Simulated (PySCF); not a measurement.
# C2H7NOSi: geometry, spin-spin couplings

Aim: predict the spin-spin couplings of C2H7NOSi (`C=CO[SiH2]N`).

Programs: PySCF 2.14.0, with density-fitted response routines of our own. Each step states its level of theory. These are calculated values for one molecule in the gas phase, unless marked as measured. Atoms count from 0, in the outputs and in this text.

## (1) The molecule as given

12 atoms, charge 0, multiplicity 1; geometry from: GFN2-xTB. The atoms were then displaced at random by about 0.01 Å, so the start is not that level's minimum.

Bonds of the start (Å): C0–C1 1.31, C1–O2 1.35, O2–Si3 1.58, Si3–N4 1.73, C0–H5 1.06, C0–H6 1.10, C1–H7 1.09, Si3–H8 1.43, Si3–H9 1.49, N4–H10 1.01, N4–H11 1.03.

## (2) Geometry optimisation at PBE0-D3(BJ)/def2-SVP

Job settings and geometry (Å):

```
{"job": {"xc": "PBE0", "basis": "def2-SVP", "d3": "d3bj", "grid": 1, "shake": 0.01, "kind": "geom"}, "charge": 0, "multiplicity": 1}
C      1.854240     0.592000    -0.017640
C      1.446890    -0.526950     0.523790
O      0.230280    -1.107810     0.395530
Si    -1.065530    -0.717600    -0.428080
N     -1.659000     0.833640     0.044970
H      2.820530     1.005250     0.133790
H      1.173120     1.188450    -0.636810
H      2.133340    -1.103350     1.147150
H     -0.880710    -0.596690    -1.845450
H     -1.898180    -1.883500    -0.026710
H     -2.515550     1.195190    -0.337070
H     -1.599740     1.093110     1.037500
```

The run is started by

```console
> OMP_NUM_THREADS=1 python probes_run.py task.json out
```

The driver reads the jobs from task.json and runs them one after another.

**Question.** This job is followed by: B3LYP/6-31G* indirect spin-spin coupling, non-relativistic, gas phase. What will the session give for the following? point group; rotational constants (main isotopes); largest coupling of the table (B3LYP/6-31G*).

The runs gave:

| quantity | value |
| --- | --- |
| point group | C1 |
| rotational constants (main isotopes) | 7.30, 2.66, 2.18 GHz |
| largest coupling of the table (B3LYP/6-31G*) | 1J(Si,H) Si3–H8, -220.4 Hz |

**Reading.** Over 19 steps the energy fell by 0.407 eV; of the close pairs, O2–Si3 changed most, 1.584 to 1.692 Å. Of the pairs tabulated at B3LYP/6-31G*, Si3–H8 (mean over like pairs) couples most strongly (-220.4 Hz; Fermi contact -220.5 Hz). Couplings across rotatable bonds belong to this one conformer; where others are populated, the observed values are averages. Couplings from bases without tight functions are rough.
